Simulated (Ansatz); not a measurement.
Sr2Ir, space group Fm-3m: a convergence test of the k-point mesh, run with Ansatz 0.2.0, Python API.

Script `sr2ir_kconv.py`:
```python
# -*- coding: utf-8 -*-
import warnings

import ansatz as az
import pandas as pd


def main():
    warnings.simplefilter("ignore", az.DeckWarning)

    xtal = (
        az.Lattice.fcc(7.22445556)
        .space_group(225)
        .atom("Sr", [0.25, 0.25, 0.75])
        .atom("Ir", [0.0, 0.0, 0.0])
        .primitive()
    )

    setup = (
        xtal.calculation()
        .functional("PBEsol")
        .pseudopotentials("paw")
        .occupations("gaussian", width=50 * az.meV)
        .scf(tolerance=1e-08)
        .band_table()
    )

    rows = []
    for value in [(2, 2, 2), (3, 3, 3), (4, 4, 4), (6, 6, 6), (7, 7, 7)]:
        rep = setup.kpoints(*value).run().report
        rows.append((value, rep["free_energy_ev"] / len(rep["lattice"]["sites"]), rep["n_iterations"], rep["gap_by_band_count_ev"], rep["n_kpoints"]))

    table = pd.DataFrame(rows, columns=["mesh", "F/atom (eV)", "iterations", "gap by band count (eV)", "k-points"])
    print(table.round(5).to_string(index=False))

    for row in rows[:-1]:
        shift = 1000 * (row[1] - rows[-1][1])
        print(f"{row[0]}: {shift:+.2f} meV/atom" + ("  (within 5 meV)" if abs(shift) < 5 else ""))


if __name__ == "__main__":
    main()
```

How fast does the energy converge with the mesh (threshold 5 meV an atom)?

From 4×4×4 on it stays within 5 meV an atom of the value at 7×7×7; the first row (2×2×2) is off by 24.2 meV and the last but one by 1.90 meV. This holds for F at a smearing of 0.05 eV; a narrower one needs a denser mesh. It goes up and down, since the sum over k-points isn't variational.

The run itself:

```console
$ python sr2ir_kconv.py
     mesh  F/atom (eV)  iterations  gap by band count (eV)  k-points
(2, 2, 2)  -6261.14235           7                -1.49971         3
(3, 3, 3)  -6261.19407           6                -1.10013         4
(4, 4, 4)  -6261.16638           6                -1.56837         8
(6, 6, 6)  -6261.16470           8                -1.52507        16
(7, 7, 7)  -6261.16660           8                -1.38078        20
(2, 2, 2): +24.24 meV/atom
(3, 3, 3): -27.47 meV/atom
(4, 4, 4): +0.21 meV/atom  (within 5 meV)
(6, 6, 6): +1.90 meV/atom  (within 5 meV)
```

A gap by band count of zero or less means overlapping bands, a metal, and at an odd count of electrons it is no gap at all. The structure comes from a database of computed cells and needn't be a stable or known phase. Levels are Kohn-Sham eigenvalues on this mesh, without spin-orbit coupling. Shifts are counted from the finest mesh, which is itself no proven limit.

(A comment or docstring line of the script was reworded after the run, the code is as it ran; lines on the test bed's own set-up are left out of the output.)
